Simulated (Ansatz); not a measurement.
**TlBi: a single-point run**

The task is a single-point run on TlBi. The structure is shown as the input types it. The cell is built on a prototype (NiAs type) and needn't be the phase found in nature.

Method: density functional or hybrid calculation with the settings of its input, plane waves (as first typed), in Ansatz 0.2.0.

## (1) The structure to begin with

Symmetry: P6_3/mmc, No. 194, hexagonal system. The conventional cell has a = 4.176 Å, b = 4.176 Å, c = 8.585 Å, α = 90.00°, β = 90.00°, γ = 120.00°. Around Tl (site symmetry -3m) lie 6 Bi at 3.23 Å. Around Bi (site symmetry -6m2) lie 6 Tl at 3.23 Å.

Coordinates:

```cif
data_structure
_symmetry_space_group_name_H-M 'P 1'
_symmetry_Int_Tables_number 1
_cell_length_a 4.1757
_cell_length_b 4.1757
_cell_length_c 8.5852
_cell_angle_alpha 90.000
_cell_angle_beta 90.000
_cell_angle_gamma 120.000
_cell_volume 129.64
loop_
_atom_site_label
_atom_site_type_symbol
_atom_site_fract_x
_atom_site_fract_y
_atom_site_fract_z
_atom_site_occupancy
Tl1 Tl 0.00000 0.00000 0.00000 1
Tl2 Tl 0.00000 0.00000 0.50000 1
Bi1 Bi 0.33333 0.66667 0.25000 1
Bi2 Bi 0.66667 0.33333 0.75000 1
```

## (2) The calculation

input.yaml

```yaml
crystal:
  lattice:
    - [4.1756547681, 0.0, 0.0]
    - [-2.087827384, 3.6162231066, 0.0]
    - [0.0, 0.0, 8.5852252948]
  atoms:
    - { symbol: Tl, position: [0.0, 0.0, 0.0] }
    - { symbol: Tl, position: [0.0, 0.0, 0.5] }
    - { symbol: Bi, position: [0.3333333333, 0.6666666667, 0.25] }
    - { symbol: Bi, position: [0.6666666667, 0.3333333333, 0.75] }
kpoints:
  mp_grid: { grid: [6, 6, 2] }
hamiltonian:
  xc: pbesol
scf:
  occupations: { method: fermi_dirac, width: 0.02 }
  n_extra_bands: 5
  mixing: { beta: 0.005 }
  max_iter: 100
output:
  forces: true
  stress: true
  eigenvalues: true
```

Started as:

```
$ ansatz run input.yaml --threads 4 --pin off --max-ram 3686MiB --backend cpu --events-out ev --progress --plain --runs-dir out
```

Q: Will this input give a usable result? If not, why, and what should change?

The program finished normally. Convergence says nothing about whether the input makes sense.

In the input, scf.mixing.beta is 0.005. The risk: mixing too weak. Here it converged all the same; such a setting changes the road, not the converged state.

The test: delete scf.mixing.beta (the default then holds).
